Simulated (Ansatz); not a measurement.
**Cl2H3N2V: how energies converge with the basis set**

Aim: see how fast density functionals converge with the basis set for Cl2H3N2V.

The runs use Ansatz 0.2.0, Gaussian basis; one geometry, several basis sets.

Plan: PBE0-D4/def2-SVP; ωB97M-V/def2-SVP; PBE0-D4/def2-QZVPP; ωB97M-V/def2-QZVPP; the functionals' def2-TZVPP values are taken from earlier runs.

## (1) The geometry

All runs share one geometry, relaxed beforehand with PBE0-D4 in a triple-zeta def2 set.

8 atoms, charge 0, spin multiplicity 1.

Atoms are counted from 1 here; the program's logs count them from 0.

Bond lengths: N1–V2 1.595 Å, N1–H6 1.013 Å, V2–N3 1.798 Å, V2–Cl4 2.166 Å, V2–Cl5 2.166 Å, N3–H7 1.007 Å, N3–H8 1.013 Å. Angles: V2–N1–H6 169.0°, N1–V2–N3 103.8°, N1–V2–Cl4 110.1°, N1–V2–Cl5 110.1°, N3–V2–Cl4 110.6°, N3–V2–Cl5 110.6°, Cl4–V2–Cl5 111.3°, V2–N3–H7 127.5°, V2–N3–H8 120.0°, H7–N3–H8 112.5°.

## (2) PBE0-D4 in def2-SVP

in.yaml reads:

```yaml
crystal:
  periodic: [false, false, false]
  atoms:
    - {symbol: N, position_ang: [-0.797322, 1.036531, 0.808182]}
    - {symbol: V, position_ang: [-0.133092, 0.288338, -0.433420]}
    - {symbol: N, position_ang: [0.714868, -1.110362, 0.312775]}
    - {symbol: Cl, position_ang: [-1.668664, -0.391232, -1.801841]}
    - {symbol: Cl, position_ang: [1.280195, 1.598225, -1.422941]}
    - {symbol: H, position_ang: [-1.285807, 1.635838, 1.462020]}
    - {symbol: H, position_ang: [0.753613, -1.353834, 1.289540]}
    - {symbol: H, position_ang: [1.228407, -1.760605, -0.270314]}
basis:
  gaussian: {orbitals: def2-SVP}
hamiltonian: {xc: pbe0, dispersion: d4}
output: {orbitals: {seedname: orbitals}}
```

Launch:

```sh
$ ansatz run in.yaml --threads 4 --pin off --events-out ev --progress --plain --max-ram 10444MiB
```

Further steps of the session: ωB97M-V in def2-SVP; PBE0-D4 in def2-QZVPP; ωB97M-V in def2-QZVPP.

Q: Predict the results of all the runs planned. Wanted: PBE0-D4: double and triple zeta above quadruple; ωB97M-V: double and triple zeta above quadruple.

**Answer**, as computed:

| quantity | value |
| --- | --- |
| PBE0-D4: double and triple zeta above quadruple | 17.20, 1.41 eV |
| ωB97M-V: double and triple zeta above quadruple | 17.13, 1.33 eV |

What this shows: For PBE0-D4 the step from double to triple zeta gains 15.79 eV and the next only 1.41 eV. Total energies overstate the basis error of differences, where much of it tends to cancel.
